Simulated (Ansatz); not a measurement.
# Ba2CaMoO6: the cost of one run

Code: Ansatz 0.2.0. PAW datasets, plane waves, zero pressure. The values are computed, spin-unpolarised, and not measurements.

## Step 1: The structure to begin with

Space group Fm-3m (No. 225), cubic; conventional cell a = 8.501 Å, 15.36 Å³ an atom. Ba has 12 O at 3.01 Å; Ca has 6 O at 2.30 Å; Mo has 6 O at 1.95 Å; O has 1 Mo at 1.95 Å and 1 Ca at 2.30 Å.

Structure file:

```xyz
10
Lattice="0.0000 4.2503 4.2503 4.2503 0.0000 4.2503 4.2503 4.2503 0.0000" Properties=species:S:1:pos:R:3 pbc="T T T"
Ba    6.3755    6.3755    6.3755
Ba    2.1252    2.1252    2.1252
Ca    0.0000    0.0000    0.0000
Mo    4.2503    4.2503    4.2503
O     4.2503    4.2503    6.2034
O     4.2503    2.2972    4.2503
O     2.2972    4.2503    4.2503
O     4.2503    4.2503    2.2972
O     4.2503    6.2034    4.2503
O     6.2034    4.2503    4.2503
```

## Step 2: PBE: cell and atoms

Contents of input.yaml:

```yaml
crystal:
  lattice:
    - [0.0, 4.250318, 4.250318]
    - [4.250318, 0.0, 4.250318]
    - [4.250318, 4.250318, 0.0]
  atoms:
    - { symbol: Ba, position: [0.75, 0.75, 0.75] }
    - { symbol: Ba, position: [0.25, 0.25, 0.25] }
    - { symbol: Ca, position: [0.0, 0.0, 0.0] }
    - { symbol: Mo, position: [0.5, 0.5, 0.5] }
    - { symbol: O, position: [0.729762, 0.729762, 0.270238] }
    - { symbol: O, position: [0.270238, 0.729762, 0.270238] }
    - { symbol: O, position: [0.729762, 0.270238, 0.270238] }
    - { symbol: O, position: [0.270238, 0.270238, 0.729762] }
    - { symbol: O, position: [0.729762, 0.270238, 0.729762] }
    - { symbol: O, position: [0.270238, 0.729762, 0.729762] }
kpoints:
  mp_grid: { grid: [6, 6, 6] }
hamiltonian:
  xc: pbe
scf:
  occupations: { method: fermi_dirac, width: 0.02 }
relax:
  f_tol: 0.005
  cell: {}
```

Launch:

```console
ansatz run input.yaml --threads 2 --pin off --max-ram 20275MiB --backend cpu --events-out ev --progress --plain --runs-dir out
```

What time and memory should one allow on 2 threads of AMD EPYC 7R13 (Zen 3), shared host?

About 19 s, with a peak of 0.75 GiB.
